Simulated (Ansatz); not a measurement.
# C₄H₇InO: up Jacob's ladder to CCSD(T)

One table from this session's results is given with a row withheld; the runs are named, their logs left out.

Method: functionals in def2-TZVPP, the program's frozen cores in correlated methods; program: Ansatz 0.2.0, Gaussian basis.

The runs, in order: LDA (SPW92), PBE-D4, revPBE-D4, BLYP-D4, r2SCAN-D4, B97M-V, PBE0-D4, B3LYP-D4, r2SCANh-D4, r2SCAN0-D4, HSE06-D4, BHLYP-D4, CAM-B3LYP-D4, LC-ωPBE, ωB97X-V, ωB97M-V, B2PLYP, PBE-QIDH; CCSD(T)/def2-SVP; MP2/def2-TZVPP; MP2/def2-QZVPP; RPA on PBE.

1 further run of the same task is left out (for a known fault of the program). Runs told in other sessions of the task aren't counted.

## The geometry

An earlier PBE0-D4 in a triple-zeta def2 set relaxation fixed the geometry. In takes the def2 core potential; no spin-orbit term is included.

SMILES `C#C[C](C)(O)[InH2]`, 13 atoms, charge 0, spin multiplicity 1.

Atoms are counted from 1 here; the program's logs count them from 0.

Bond lengths: C1–C2 1.205 Å, C1–H7 1.064 Å, C2–C3 1.441 Å, C3–C4 1.517 Å, C3–O5 1.438 Å, C3–In6 2.210 Å, C4–H8 1.092 Å, C4–H9 1.091 Å, C4–H10 1.097 Å, O5–H11 0.965 Å, In6–H12 1.727 Å, In6–H13 1.719 Å. Angles: C2–C1–H7 179.3°, C1–C2–C3 179.9°, C2–C3–C4 112.2°, C2–C3–O5 111.6°, C2–C3–In6 110.1°, C4–C3–O5 111.1°, C4–C3–In6 115.4°, O5–C3–In6 95.4°, C3–C4–H8 110.9°, C3–C4–H9 110.5°, C3–C4–H10 110.6°, H8–C4–H9 108.6°, H8–C4–H10 107.7°, H9–C4–H10 108.4°, C3–O5–H11 108.9°, C3–In6–H12 116.5°, C3–In6–H13 118.1°, H12–In6–H13 125.2°.

Geometry (Å):

```xyz
13
charge 0, multiplicity 1
C    -2.1480    0.3577    1.2931
C    -1.0793    0.1688    0.7698
C     0.1992   -0.0548    0.1446
C     0.3430   -1.4734   -0.3730
O     1.2853    0.2879    1.0232
In    0.6150    1.5386   -1.3290
H    -3.0927    0.5359    1.7493
H    -0.4500   -1.7096   -1.0863
H     1.3067   -1.6042   -0.8684
H     0.2764   -2.1942    0.4512
H     1.1094   -0.0810    1.8973
H     1.6461    1.1185   -2.6495
H    -0.0111    3.1097   -1.0222
```

The first run:

Contents of in.yaml:

```yaml
crystal:
  periodic: [false, false, false]
  atoms:
    - {symbol: C, position_ang: [-2.148029, 0.357740, 1.293064]}
    - {symbol: C, position_ang: [-1.079280, 0.168830, 0.769813]}
    - {symbol: C, position_ang: [0.199210, -0.054794, 0.144559]}
    - {symbol: C, position_ang: [0.343001, -1.473352, -0.372983]}
    - {symbol: O, position_ang: [1.285258, 0.287899, 1.023246]}
    - {symbol: In, position_ang: [0.614961, 1.538586, -1.329035]}
    - {symbol: H, position_ang: [-3.092654, 0.535946, 1.749255]}
    - {symbol: H, position_ang: [-0.450030, -1.709609, -1.086280]}
    - {symbol: H, position_ang: [1.306725, -1.604193, -0.868436]}
    - {symbol: H, position_ang: [0.276380, -2.194206, 0.451171]}
    - {symbol: H, position_ang: [1.109395, -0.081035, 1.897262]}
    - {symbol: H, position_ang: [1.646148, 1.118504, -2.649473]}
    - {symbol: H, position_ang: [-0.011107, 3.109685, -1.022152]}
basis:
  gaussian: {orbitals: def2-TZVPP}
hamiltonian: {xc: lda}
output: {orbitals: {seedname: orbitals}}
```

Command:

```bash
$ ansatz run in.yaml --threads 4 --pin off --events-out ev --progress --plain --max-ram 10444MiB
```

Steps of the session up to this table: LDA; PBE-D4 (GGA); revPBE-D4 (GGA); BLYP-D4 (GGA); r2SCAN-D4 (meta-GGA); B97M-V (meta-GGA); B3LYP-D4 (hybrid); r2SCANh-D4 (hybrid); r2SCAN0-D4 (hybrid); HSE06-D4 (hybrid); BHLYP-D4 (hybrid); CAM-B3LYP-D4 (range-separated); LC-ωPBE (range-separated); ωB97X-V (range-separated); ωB97M-V (range-separated); B2PLYP (double hybrid); PBE-QIDH (double hybrid).

One of the session's tables, all rows but one given; the rest of the session is left out.

It belongs to the step «Orbital energies across the functionals». 

```
  functional  HOMO (eV)  LUMO (eV)  gap (eV)
 LDA (SPW92)      -5.64      -2.62      3.02
      PBE-D4      -5.47      -2.35      3.12
   revPBE-D4      -5.40      -2.22      3.18
     BLYP-D4          ?          ?         ?
   r2SCAN-D4      -5.64      -2.06      3.57
      B97M-V      -5.70      -2.37      3.33
     PBE0-D4      -6.53      -1.59      4.94
    B3LYP-D4      -6.36      -1.88      4.48
  r2SCANh-D4      -6.04      -1.80      4.24
  r2SCAN0-D4      -6.65      -1.42      5.23
    HSE06-D4      -6.14      -1.95      4.19
    BHLYP-D4      -7.51      -0.94      6.57
CAM-B3LYP-D4      -7.79      -0.79      7.00
     LC-ωPBE      -9.04       0.36      9.40
     ωB97X-V      -8.71       0.19      8.90
     ωB97M-V      -8.61      -0.12      8.49
```

Estimate the missing values for BLYP-D4.

Worked estimate for «HOMO (eV)». Against the share of exact exchange, B3LYP-D4 (0.2, -6.36), BHLYP-D4 (0.5, -7.51) give a slope of -3.83 per unit share; at 0 the line stands at -5.59.

The run gave: HOMO (eV): -5.36; LUMO (eV): -2.32; gap (eV): 3.04. In «HOMO (eV)» the line misses by -0.23.
